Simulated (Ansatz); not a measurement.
# AlF2HSe: small, medium and large basis sets

An exercise on one series of results from a longer session: the logs are not shown, and one member is left open.

Method: one geometry, several basis sets; program: Ansatz 0.2.0, Gaussian basis.

Plan: PBE0-D4/def2-SVP; ωB97M-V/def2-SVP; PBE0-D4/def2-QZVPP; ωB97M-V/def2-QZVPP; the functionals' def2-TZVPP values are taken from earlier runs.

## The relaxed structure

All runs share one geometry, relaxed beforehand with PBE0-D4 in a triple-zeta def2 set.

SMILES `[F][Al]([F])[SeH]`, 5 atoms, charge 0, spin multiplicity 1.

Atoms are counted from 1 here; the program's logs count them from 0.

Bond lengths: F1–Al2 1.637 Å, Al2–F3 1.638 Å, Al2–Se4 2.285 Å, Se4–H5 1.470 Å. Angles: F1–Al2–F3 119.2°, F1–Al2–Se4 119.5°, F3–Al2–Se4 121.3°, Al2–Se4–H5 89.8°.

The first run:

File in.yaml:

```yaml
crystal:
  periodic: [false, false, false]
  atoms:
    - {symbol: F, position_ang: [0.820030, -0.356155, 2.013499]}
    - {symbol: Al, position_ang: [0.406708, -0.281221, 0.431772]}
    - {symbol: F, position_ang: [1.229210, -1.192008, -0.652550]}
    - {symbol: Se, position_ang: [-1.302537, 1.088610, -0.219774]}
    - {symbol: H, position_ang: [-1.103611, 0.667073, -1.614349]}
basis:
  gaussian: {orbitals: def2-SVP}
hamiltonian: {xc: pbe0, dispersion: d4}
output: {orbitals: {seedname: orbitals}}
```

Steps of the session up to this table: PBE0-D4 in def2-SVP; ωB97M-V in def2-SVP; PBE0-D4 in def2-QZVPP; ωB97M-V in def2-QZVPP.

One of the session's tables, all rows but one given; the rest of the session is left out.

It belongs to the step «Density functionals: the series». 

```
functional       basis  HOMO (eV)
   PBE0-D4    def2-SVP          ?
   PBE0-D4  def2-TZVPP      -7.91
   PBE0-D4  def2-QZVPP      -7.92
   ωB97M-V    def2-SVP      -9.89
   ωB97M-V  def2-TZVPP     -10.03
   ωB97M-V  def2-QZVPP     -10.06
```

**Question.** Estimate the row for PBE0-D4, def2-SVP.

**Answer.** HOMO (eV): -7.78. In the column «HOMO (eV)» it is the highest.
